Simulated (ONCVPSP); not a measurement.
# Pseudopotential generation for germanium: ONCV, PBE

Aim: build the potential from the settings below, then test how well it stands in for the atom: other configurations, scattering, ghost states and the plane-wave cutoff that it needs.

The numbers are computed with ONCVPSP 4.0.1.1 (patched build) (PBE, scalar-relativistic, spin-unpolarised reference atom).

**1. Starting point**

Typed settings, in words:

```json
{
 "element": "germanium (Ge, Z = 32)",
 "type": "optimised norm-conserving Vanderbilt (ONCV)",
 "frozen core": "[Ar] 3d10",
 "valence charge": "4",
 "reference configuration": "4s2 4p0.5 (charge +1.5)",
 "partial waves": "4s: rc 1.45 bohr, ncon 5, nbas 8, qcut 3.5 1/bohr, 1 projector; 4p: rc 1.95 bohr, ncon 4, nbas 7, qcut 4 1/bohr, 1 projector; d scattering state at 0.44 Ha: rc 1.75 bohr, ncon 4, nbas 7, qcut 5.2 1/bohr, 2 projectors, debl 2.8 Ha",
 "local potential": "polynomial inside 1.05 bohr (lpopt 4, dvloc0 2 Ha)",
 "core correction": "Teter function, fcfact 5.5, rcfact 1.7"
}
```

An earlier all-electron run gives the scale for the radii.

All-electron outer shells of the reference configuration (PBE, scalar-relativistic, ld1.x):

```json
{"shell": "3p", "level (eV)": "-129.90", "outermost node (bohr)": "0.23", "outermost maximum (bohr)": "0.54"}
{"shell": "3d", "level (eV)": "-43.55", "outermost node (bohr)": "–", "outermost maximum (bohr)": "0.50"}
{"shell": "4s", "level (eV)": "-24.43", "outermost node (bohr)": "0.77", "outermost maximum (bohr)": "1.69"}
{"shell": "4p", "level (eV)": "-15.40", "outermost node (bohr)": "0.82", "outermost maximum (bohr)": "2.03"}
```

**2. The generation run**

Contents of Ge.dat:

```
# ATOM AND REFERENCE CONFIGURATION
# atsym  z   nc   nv     iexc    psfile
  Ge 32.00    6    2        4      upf
#
#   n    l    f
    1    0    2.00
    2    0    2.00
    2    1    6.00
    3    0    2.00
    3    1    6.00
    3    2   10.00
    4    0    2.00
    4    1    0.50
#
# PSEUDOPOTENTIAL AND OPTIMIZATION
# lmax
    2
#
#   l,   rc,      ep,       ncon, nbas, qcut
    0    1.45    0.00    5    8    3.50
    1    1.95    0.00    4    7    4.00
    2    1.75    0.44    4    7    5.20
#
# LOCAL POTENTIAL
# lloc, lpopt,  rc(5),   dvloc0
    4    4    1.05    2.00
#
# VANDERBILT-KLEINMAN-BYLANDER PROJECTORs
# l, nproj, debl
    0    1    1.30
    1    1    3.50
    2    2    2.80
#
# MODEL CORE CHARGE
# icmod, fcfact, rcfact
    3    5.50    1.70
#
# LOG DERIVATIVE ANALYSIS
# epsh1, epsh2, depsh
   -2.00    5.00    0.02
#
# OUTPUT GRID
# rlmax, drl
    6.00    0.01
#
# TEST CONFIGURATIONS
# ncnf
    4
# nvcnf
#   n    l    f
    2
    4    0    2.00
    4    1    2.00
#
    2
    4    0    2.00
    4    1    1.00
#
    2
    4    0    2.00
    4    1    0.00
#
    2
    4    0    1.00
    4    1    0.00
#
```

On the command line:

```
oncvpsp.x < Ge.dat > Ge.out
```

What the program wrote to Ge.out (without the consistency checks and plot data):

```text
ONCVPSP  (Optimized Norm-Conservinng Vanderbilt PSeudopotential)
scalar-relativistic version 4.0.1.1, modified

#   n    l    f        energy (Ha)
    1    0    2.00    -4.0334692E+02
    2    0    2.00    -5.0938329E+01
    2    1    6.00    -4.4578320E+01
    3    0    2.00    -6.7168176E+00
    3    1    6.00    -4.7738890E+00
    3    2   10.00    -1.6006311E+00
    4    0    2.00    -8.9767254E-01
    4    1    0.50    -5.6593803E-01

Reference configufation results
  iterations    24
  all-electron total energy (Ha)   -2.09831526D+03

Begin loop to  construct optimized pseudo wave functions
and semi-local pseudopoentials for all angular momenta

Calculating optimized projector #   1

 for l=   0

    Fraction of norm inside rc  0.228312
    Optimizing pswf for qcut=   3.51 a_B^-1,  ecut=   6.14 Ha
    Residual kinetic energy error=  1.20D-02 Ha

    Energy error per electron        Cutoff
         Ha          eV             Ha
         0.01000     0.27211        7.18
         0.00100     0.02721       64.51
         0.00010     0.00272       78.95
         0.00001     0.00027       88.75

Calculating optimized projector #   1

 for l=   1

    Fraction of norm inside rc  0.329526
    Optimizing pswf for qcut=   4.01 a_B^-1,  ecut=   8.03 Ha
    Residual kinetic energy error=  6.28D-04 Ha

    Energy error per electron        Cutoff
         Ha          eV             Ha
         0.01000     0.27211        2.36
         0.00100     0.02721        7.24
         0.00010     0.00272       25.64
         0.00001     0.00027       36.56

   Wellstate for l =  2  n =  5
     eigenvalue =   0.4400
     asymptotic potential =   0.9400
     half-point radius =  5.1957

   Wellstate for l =  2  n =  6
     eigenvalue =   3.2400
     asymptotic potential =   3.7400
     half-point radius =  3.2499

Calculating optimized projector #   1

 for l=   2

    Fraction of norm inside rc  0.086330
    Optimizing pswf for qcut=   5.20 a_B^-1,  ecut=  13.54 Ha
    Residual kinetic energy error=  3.65D-03 Ha

    Energy error per electron        Cutoff
         Ha          eV             Ha
         0.01000     0.27211        8.65
         0.00100     0.02721       39.15
         0.00010     0.00272       55.60
         0.00001     0.00027       75.23

Calculating optimized projector #   2

 for l=   2

    Fraction of norm inside rc  0.121345
    Optimizing pswf for qcut=   5.20 a_B^-1,  ecut=  13.54 Ha
    Residual kinetic energy error=  2.62D-01 Ha

    Energy error per electron        Cutoff
         Ha          eV             Ha
         0.01000     0.27211       67.99
         0.00100     0.02721       79.59
         0.00010     0.00272      104.89

Construct Vanderbilt / Kleinmman-Bylander projectors

B matrix Hermiticity error, ll=   2
   1   2    1.0940E-04

  Orthonormal projector coefficients -1.7337E+02  1.7996E+00

Model core correction analysis
  based on d2Exc/dn_idn_j

d2excae - all-electron derivatives

   -4.069889D-02   -3.699624D-02
   -3.699349D-02   -4.017357D-02

d2excps - pseudofunction derivatives with no core correction

   -5.490384D-02   -4.458125D-02
   -4.458082D-02   -4.517217D-02

rms 2nd derivative error    9.244817E-03

rmatch, rhocmatch    1.5479    0.5981

Teter function model core charge with specified parameters

d2excps - pseudofunction derivatives with core correction

   -2.863982D-02   -2.533109D-02
   -2.532674D-02   -2.755958D-02

rms 2nd derivative error    1.200753E-02

Pseudoatom total energy   -3.361138

Diagnostic tests using Vanderbilt-Kleinman-Bylander pseudopotentials
  1 or more projectors used as specified by nproj input data

   l    rcore       rmatch      e in        delta e   norm test  slope test

   0   1.4579987   1.5022667  -0.8976725  -0.0000007   1.0000033   0.9999884

   1   1.9546014   2.0139473  -0.5659380  -0.0000001   1.0000017   0.9998064

   2   1.7550704   1.8083582   0.4400000   0.0000187   1.0001498   1.0001498
   2   1.7550704   1.8083582   3.2400000   0.0000027   1.0002571   1.0002571

 Testing for bound ghosts
   n   l    E NL Schr. Eq   E Basis Diag.   E Cutoff

   1   0       -0.897673       -0.884184     87.40

   2   1       -0.565938       -0.561194     39.99

       2                     -133.033928     82.97  WARNING - GHOST(-)
   3   2       -0.213861       -0.108836     82.97

 Testing for highly-localized positive-energy ghosts
       l    <radius>/rc     E Basis Diag.   E Cutoff

       0        0.772459        0.047947     87.40  WARNING - GHOST(+)

       2        0.459772       47.828458     82.97  WARNING - GHOST(+)

Test configuration 0

   n   l     f        eae           eps        diff
   1   0  2.0000 -403.34692481
   2   0  2.0000  -50.93832932
   2   1  6.0000  -44.57831994
   3   0  2.0000   -6.71681763
   3   1  6.0000   -4.77388901
   3   2 10.0000   -1.60063109
   4   0  2.0000   -0.89767254   -0.89767321   -6.74D-07
   4   1  0.5000   -0.56593803   -0.56593818   -1.49D-07

    Total energies and differences
      AE_ref= -2.09831526D+03  AE_tst= -2.09831526D+03  dif=  0.00D+00
      PS_ref= -3.36113788D+00  PS_tst= -3.36113788D+00  dif= -1.78D-15
      PSP excitation error=  1.78D-15

Test configuration 1

   n   l     f        eae           eps        diff
   1   0  2.0000 -402.81570560
   2   0  2.0000  -50.41248757
   2   1  6.0000  -44.05181077
   3   0  2.0000   -6.19192659
   3   1  6.0000   -4.24897334
   3   2 10.0000   -1.07715362
   4   0  2.0000   -0.43112376   -0.42438545    6.74D-03
   4   1  2.0000   -0.14315416   -0.13586635    7.29D-03

    Total energies and differences
      AE_ref= -2.09831526D+03  AE_tst= -2.09883316D+03  dif= -5.18D-01
      PS_ref= -3.36113788D+00  PS_tst= -3.87106710D+00  dif= -5.10D-01
      PSP excitation error= -7.96D-03

Test configuration 2

   n   l     f        eae           eps        diff
   1   0  2.0000 -403.15060002
   2   0  2.0000  -50.74465659
   2   1  6.0000  -44.38432619
   3   0  2.0000   -6.52362329
   3   1  6.0000   -4.58069972
   3   2 10.0000   -1.40818962
   4   0  2.0000   -0.72980429   -0.72536328    4.44D-03
   4   1  1.0000   -0.41315242   -0.40848342    4.67D-03

    Total energies and differences
      AE_ref= -2.09831526D+03  AE_tst= -2.09855959D+03  dif= -2.44D-01
      PS_ref= -3.36113788D+00  PS_tst= -3.60424504D+00  dif= -2.43D-01
      PSP excitation error= -1.22D-03

Test configuration 3

   n   l     f        eae           eps        diff
   1   0  2.0000 -403.55957955
   2   0  2.0000  -51.14734444
   2   1  6.0000  -44.78776752
   3   0  2.0000   -6.92516083
   3   1  6.0000   -4.98220147
   3   2 10.0000   -1.80786425
   4   0  2.0000   -1.07491036   -1.08130820   -6.40D-03

    Total energies and differences
      AE_ref= -2.09831526D+03  AE_tst= -2.09799220D+03  dif=  3.23D-01
      PS_ref= -3.36113788D+00  PS_tst= -3.03648267D+00  dif=  3.25D-01
      PSP excitation error= -1.60D-03

Test configuration 4

   n   l     f        eae           eps        diff
   1   0  2.0000 -404.08879965
   2   0  2.0000  -51.66384468
   2   1  6.0000  -45.30535013
   3   0  2.0000   -7.44173834
   3   1  6.0000   -5.49827965
   3   2 10.0000   -2.31871468
   4   0  1.0000   -1.48670540   -1.51288928   -2.62D-02

    Total energies and differences
      AE_ref= -2.09831526D+03  AE_tst= -2.09671363D+03  dif=  1.60D+00
      PS_ref= -3.36113788D+00  PS_tst= -1.74211551D+00  dif=  1.62D+00
      PSP excitation error= -1.74D-02
```

Run time: 2.5 s. Hardware: 1 thread of Neoverse-V2, shared host.

All-electron and pseudo partial waves u(r) = r·R(r), from the program's wave files:

```
r (bohr)    4p AE   4p PS    4s AE   4s PS
   0.098   0.1767  0.0030   0.1606  0.0280
   0.195   0.0649  0.0122   0.1553  0.0509
   0.292  -0.1408  0.0280  -0.1268  0.0723
   0.390  -0.2703  0.0510  -0.3282  0.1025
   0.488  -0.2967  0.0810  -0.3691  0.1471
   0.585  -0.2479  0.1170  -0.2897  0.2013
   0.682  -0.1562  0.1582  -0.1456  0.2553
   0.780  -0.0437  0.2041   0.0241  0.3052
   0.878   0.0733  0.2534   0.1921  0.3570
   0.975   0.1845  0.3052   0.3427  0.4204
   1.072   0.2864  0.3594   0.4713  0.4983
   1.170   0.3776  0.4158   0.5771  0.5830
   1.268   0.4561  0.4723   0.6591  0.6597
   1.365   0.5214  0.5260   0.7188  0.7188
   1.463   0.5755  0.5754   0.7598  0.7598
   1.560   0.6181  0.6170   0.7839  0.7839
   1.658   0.6509  0.6503   0.7941  0.7941
   1.755   0.6744  0.6742   0.7927  0.7927
   1.852   0.6896  0.6896   0.7818  0.7818
   1.950   0.6978  0.6978   0.7631  0.7631
   2.047   0.6995  0.6995   0.7386  0.7386
   2.145   0.6957  0.6957   0.7093  0.7093
   2.242   0.6872  0.6872   0.6771  0.6771
   2.340   0.6747  0.6747   0.6424  0.6424
   2.438   0.6590  0.6590   0.6064  0.6064
   2.535   0.6408  0.6408   0.5702  0.5702
```

Densities times 4π (e/bohr³); a dash where the program caps the true core:

```csv
r (bohr),pseudo valence,true core,model core
0.098,0.1642,–,3.275
0.292,0.1274,–,3.164
0.488,0.1956,–,2.95
0.682,0.3071,–,2.657
0.878,0.3724,–,2.305
1.072,0.4884,–,1.93
1.268,0.6107,2.288,1.551
1.463,0.6167,0.8881,1.199
1.658,0.5358,0.3638,0.888
1.852,0.4257,0.1562,0.6296
2.047,0.3188,0.06894,0.4243
2.242,0.2294,0.03111,0.2709
2.438,0.1602,0.0142,0.1623
```

**3. Transferability, from the output's test configurations**

Excitation and ionisation energies from 4s2 4p0.5, with the error of the potential.

```tsv
valence configuration	charge	ΔE all-electron (eV)	error AE − PS (meV)
4s2 4p2	0	-14.092	-217
4s2 4p1	+1	-6.648	-33
4s2 4p0	+2	8.791	-44
4s1 4p0	+3	43.582	-473
```

**4. Logarithmic derivatives**

Taken from the files of the generation run. The phase is arctan(r·R′/R) of the radial function R, unwrapped, with energies in Ha. A pole is an energy at which the radial function vanishes at the test radius. The pseudo phase is shifted by a multiple of π to meet the all-electron one at the reference energy. Levels narrower than the energy grid can be missing from the poles. The last column is the largest difference on the grid between −0.5 and +0.5 Ha.

| channel | radius (bohr) | reference (Ha) | poles AE | poles PS | window around the reference with phases within 0.05 rad (Ha) | largest difference near zero (rad) |
| --- | --- | --- | --- | --- | --- | --- |
| s | 1.48 | -0.90 | 3.85 | 0.10, 4.57 | below -0.3 | 2.734 |
| p | 1.98 | -0.57 | 1.33 | 1.01, 3.74 | below 1.0 | 0.016 |
| d | 1.78 | 0.44 | -1.50, 3.65 | 3.63 | -0.5 to 4.7 | 0.040 |

Phases (rad) along the scan:

```
E (Ha)    s AE    s PS    d AE    d PS
 -1.98   0.632   0.589   0.859  -1.897
 -1.62   0.368   0.335  -1.219  -1.936
 -1.26   0.009  -0.004  -1.805  -1.990
 -0.90  -0.384  -0.384  -1.974  -2.068
 -0.54  -0.712  -0.730  -2.136  -2.190
 -0.18  -0.943  -1.039  -2.372  -2.400
  0.18  -1.101  -2.258  -2.782  -2.788
  0.54  -1.211  -4.134  -3.392  -3.393
  0.90  -1.291  -4.308  -3.911  -3.920
  1.26  -1.351  -4.401  -4.208  -4.219
  1.62  -1.399  -4.466  -4.377  -4.386
  1.98  -1.438  -4.516  -4.482  -4.488
  2.34  -1.471  -4.556  -4.555  -4.559
  2.70  -1.499  -4.589  -4.609  -4.611
  3.06  -1.524  -4.618  -4.653  -4.653
  3.42  -1.546  -4.643  -4.691  -4.691
  3.78  -1.567  -4.666  -4.725  -4.728
  4.14  -1.587  -4.688  -4.758  -4.769
  4.50  -1.606  -4.708  -4.793  -4.824
  4.86  -1.625  -4.729  -4.832  -4.916
```

**5. Convergence and ghost test**

Read off the output, the cutoffs (Ha) at which the residual kinetic energy of the hardest occupied pseudo-wave falls to 1 and 0.1 mHa per electron: 65 Ha and 79 Ha.

The program's own ghost test: GHOST(-) flagged for d at -3620.0 eV; GHOST(+) flagged for s at 1.30 eV, d at 1301.5 eV.

Cutoff (Ha) at which the first wave of each channel reaches a given error (Ha per electron):

| error | s | p | d |
| --- | --- | --- | --- |
| 1.0e-02 | 7.2 | 2.4 | 8.7 |
| 3.2e-03 | 35.6 | 4.8 | 14.2 |
| 1.0e-03 | 64.5 | 7.2 | 39.2 |
| 3.2e-04 | 72.9 | 9.9 | 50.5 |
| 1.0e-04 | 79.0 | 25.6 | 55.6 |
| 3.2e-05 | 84.0 | 33.0 | 59.9 |
| 1.0e-05 | 88.8 | 36.6 | 75.2 |

**6. What came out**

| quantity | value |
| --- | --- |
| cutoffs for 1 and 0.1 mHa per electron, occupied waves | 65 Ha and 79 Ha |
| bound ghosts | d at -3620.04 eV |
| GHOST(+) flags | s at 1 eV, d at 1301 eV |
| largest test error (AE − PS) | -473 meV, for 4s1 4p0 |
| largest phase difference near zero energy, channels read | 2.734 rad |
| rms error of d²Exc/dn², without and with the model core | 9.24 and 12.01 mHa |

It has a bound ghost (d), a state that the atom doesn't have, and that rules the file out. The worst unpolarised test, 4s1 4p0, is off by 473 meV on 43.6 eV; by total energies transferability rates as poor. The potential is hard: the looser tolerance needs 65 Ha. At the looser tolerance the 4s wave is the slowest; 4p needs 7 Ha. Near zero energy the largest phase difference among the channels read is 2.73 rad, in the s channel (at the energies tabulated). The pseudo curves have a pole with no partner nearby in the atom's: s at 0.10 Ha. At positive energy that is a spurious or a displaced resonance. The program also flags highly localised states, GHOST(+) (s, d). All of this concerns the isolated atom, not yet a solid.
